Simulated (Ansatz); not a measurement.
# C2H4NSSi: the cost of one run

All numbers are computed with Ansatz 0.2.0, driven from Python. The levels of theory stand in the script.

## 1. Starting point

Bond lengths: N1–C2 1.160 Å, C2–C3 1.420 Å, C3–S4 1.730 Å, S4–Si5 2.147 Å, C3–H6 1.084 Å, Si5–H7 1.484 Å, Si5–H8 1.483 Å, Si5–H9 1.484 Å. Angles: N1–C2–C3 178.3°, C2–C3–S4 122.5°, C2–C3–H6 116.7°, S4–C3–H6 120.8°, C3–S4–Si5 104.8°, S4–Si5–H7 108.1°, S4–Si5–H8 109.8°, S4–Si5–H9 108.1°, H7–Si5–H8 111.0°, H7–Si5–H9 108.8°, H8–Si5–H9 111.0°.

The script holds or builds the structure itself.

## 2. The code

methods.py

```python
"""One geometry of C2H4NSSi(-), method by method."""

from pathlib import Path

import ansatz
import numpy as np


def main() -> None:
    geometry_ang = [
        ("N", [3.7137, -0.5663, -0.4441]),
        ("C", [2.5911, -0.3719, -0.2264]),
        ("C", [1.2264, -0.1242, 0.079]),
        ("S", [-0.0339, -0.3001, -1.0927]),
        ("Si", [-1.8351, 0.2076, -0.0402]),
        ("H", [1.0022, 0.1849, 1.0934]),
        ("H", [-1.9707, -0.7158, 1.1132]),
        ("H", [-2.9982, 0.0923, -0.9525]),
        ("H", [-1.6954, 1.5937, 0.4704]),
    ]
    molecule = ansatz.Crystal.molecule()
    for symbol, xyz in geometry_ang:
        molecule = molecule.atom(symbol, xyz)

    base = (
        molecule.calculation()
        .basis(gaussian="def2-SVP")
        .charge(-1)
    )

    print("functional    E (Ha)        dipole (D)   HOMO (eV)  LUMO (eV)")
    for name in ["hse06", "b3lyp", "cam_b3lyp", "pbe", "pbe0", "lda"]:
        summary = base.functional(name).forces().orbitals().run(threads=1, backend="cpu", runs_dir="runs").report
        lines = Path(summary["orbitals_path"]).read_text().splitlines()
        field_of = lambda key: [line.split("=")[1].strip() for line in lines if line.startswith(key)]
        orbitals = [(27.211386 * float(e), s, float(n)) for e, s, n in zip(field_of("Ene="), field_of("Spin="), field_of("Occup="))]
        homo = max(e for e, _, n in orbitals if n > 0.5)
        lumo = min(e for e, _, n in orbitals if n < 0.5)
        dipole = 4.803205 * np.linalg.norm(summary["charge_distribution"]["dipole_moment_e_ang"])
        print(f"{name:10s} {summary['free_energy_ev'] / 27.211386246:14.6f} {dipole:9.3f} {homo:11.3f} {lumo:10.3f}")


if __name__ == "__main__":
    main()
```

## 3. What the engine is handed

The engine receives this input (first run):

```yaml
crystal:
  periodic: [false, false, false]
  atoms:
    - { symbol: "N", position_ang: [3.7137, -0.5663, -0.4441] }
    - { symbol: C, position_ang: [2.5911, -0.3719, -0.2264] }
    - { symbol: C, position_ang: [1.2264, -0.1242, 0.079] }
    - { symbol: S, position_ang: [-0.0339, -0.3001, -1.0927] }
    - { symbol: Si, position_ang: [-1.8351, 0.2076, -0.0402] }
    - { symbol: H, position_ang: [1.0022, 0.1849, 1.0934] }
    - { symbol: H, position_ang: [-1.9707, -0.7158, 1.1132] }
    - { symbol: H, position_ang: [-2.9982, 0.0923, -0.9525] }
    - { symbol: H, position_ang: [-1.6954, 1.5937, 0.4704] }
basis:
  gaussian:
    orbitals: def2-SVP
hamiltonian:
  xc: hse06
total_charge: -1.0
output:
  orbitals: {}
  forces: true
```

## 4. Running it

Command:

```bash
> python methods.py
```

Q: Estimate wall time and peak memory on 1 thread of Arm Neoverse V2, shared host.

About 17 s, with a peak of 0.29 GiB.
